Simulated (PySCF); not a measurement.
# C6H10F2Si: the cost of one run

Computed with PySCF 2.14.0 and routines of our own; the level stands in each step. Atoms count from 0.

## (1) The starting structure

19 atoms, charge 0, multiplicity 1; geometry from: GFN2-xTB.

## (2) Magnetic properties: GIAO B3LYP/pcSseg-1

What the job is given:

```
{"job": {"kind": "mag", "xc": "B3LYP", "basis": "pcSseg-1", "isotopologues": 0}, "charge": 0, "multiplicity": 1}
C      2.838839     0.914189     0.158949
C      1.595966     1.017502    -0.272178
C      0.796265    -0.121961    -0.819784
C     -0.357496    -0.490576     0.131992
Si    -1.240539    -2.102815    -0.442638
C     -1.355090     0.605190     0.202078
F     -1.919382     0.915980    -0.987604
C     -1.739838     1.240575     1.300045
F     -2.691487     2.191083     1.307465
H      3.375870    -0.019986     0.120455
H      3.375481     1.756850     0.559957
H      1.077217     1.966156    -0.221351
H      0.377788     0.155472    -1.790334
H      1.439363    -0.992615    -0.959583
H      0.049895    -0.633410     1.136022
H     -1.762176    -1.903434    -1.791130
H     -2.312805    -2.377875     0.512915
H     -0.231547    -3.162184    -0.429272
H     -1.326128     1.051109     2.276534
```

With the program's defaults for keys left out, this is: GIAO B3LYP/pcSseg-1 magnetisability, rotational g tensor and spin-rotation constants, non-relativistic, gas phase.

Started as:

```
$ OMP_NUM_THREADS=1 python excited_run.py task.json out
```

The driver reads the jobs from task.json and runs them one after another.

**Question.** How long does this first job take on 1 thread of Arm Neoverse N1, shared host, and how much memory does it need?

About 96 s, with a peak of 0.98 GiB.
